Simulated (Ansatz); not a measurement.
# GaH2+ (triplet): from Hartree-Fock to the top rungs at scale of all distances = 2.030, aug-cc-pVTZ

An exercise on one series of results from a longer session: the logs are not shown, and one member is left open.

Computed with Ansatz 0.2.0, Gaussian basis. Level: aug-cc-pVTZ, core rule «outside noble gas», up to 14 orbitals frozen.

The runs, in order: UHF; CCSD(T) on ROHF; CCSD(T) on UHF; BCCD(T) on ROHF; CCSDT(Q) on ROHF; CCSDT(Q) on UHF; CASSCF and NEVPT2, 4 electrons in 6 orbitals; Full CI.

8 further runs of the same task are left out: 6 that didn't finish, 2 set aside as unsound or not needed.

## What is computed

The geometry derives from a PBE0/def2-TZVP stationary point (not a proven minimum). All distances are scaled together. No spin-orbit coupling is included. The filled d shell of Ga may be among the frozen orbitals whatever the setting's name suggests; the logs give the count.

3 atoms, charge 1, spin multiplicity 3.

Atoms are counted from 1 here; the program's logs count them from 0.

No contacts short enough for the rule that draws bonds.

The first run:

in.yaml

```yaml
crystal:
  periodic: [false, false, false]
  atoms:
    - {symbol: Ga, position_ang: [0.000000, 0.000000, -0.081642]}
    - {symbol: H, position_ang: [0.000000, 2.107652, 2.823747]}
    - {symbol: H, position_ang: [0.000000, -2.107652, 2.823747]}
basis:
  gaussian: {orbitals: aug-cc-pVTZ}
total_charge: 1
magnetization: {spin_polarized: true, initial_magnetization: 2}
hamiltonian: {xc: hf}
output: {orbitals: {seedname: orbitals}}
```

Command:

```bash
> ansatz run in.yaml --threads 1 --pin off --events-out ev --progress --plain --max-ram 2393MiB
```

Steps of the session up to this table: UHF; CCSD(T) on ROHF; CCSD(T) on UHF; BCCD(T) on ROHF; CCSDT(Q) on ROHF; CCSDT(Q) on UHF; CASSCF and NEVPT2, 4 electrons in 6 orbitals; Full CI.

One table of the session follows, with a row left open; its other results are not shown here.

```
        method  from FCI (meV)
          ROHF         +1035.0
           UHF         +1034.5
          RMP2               ?
          UMP2          +302.5
         RCCSD            +2.6
         UCCSD            +2.6
      RCCSD(T)            +0.7
      UCCSD(T)            +0.7
       BCCD(T)            +0.7
        RCCSDT             0.0
        UCCSDT             0.0
     RCCSDT(Q)             0.0
     UCCSDT(Q)             0.0
CASSCF valence           +86.8
NEVPT2 valence           +27.4
           FCI               0
```

Estimate the missing values for RMP2.

**Answer.** from FCI (meV): +302.6. In the column «from FCI (meV)» it lies between UMP2 (+302.5) and UHF (+1034.5).

Limits of these values: Levels on UHF freeze UHF's core orbitals, full CI those of ROHF, so the U rows can settle a little off it for that reason alone. Restricted and unrestricted rows rest on different reference determinants; where their highest levels disagree by more than a few hundredths of an eV, they describe different states and don't form one ladder.
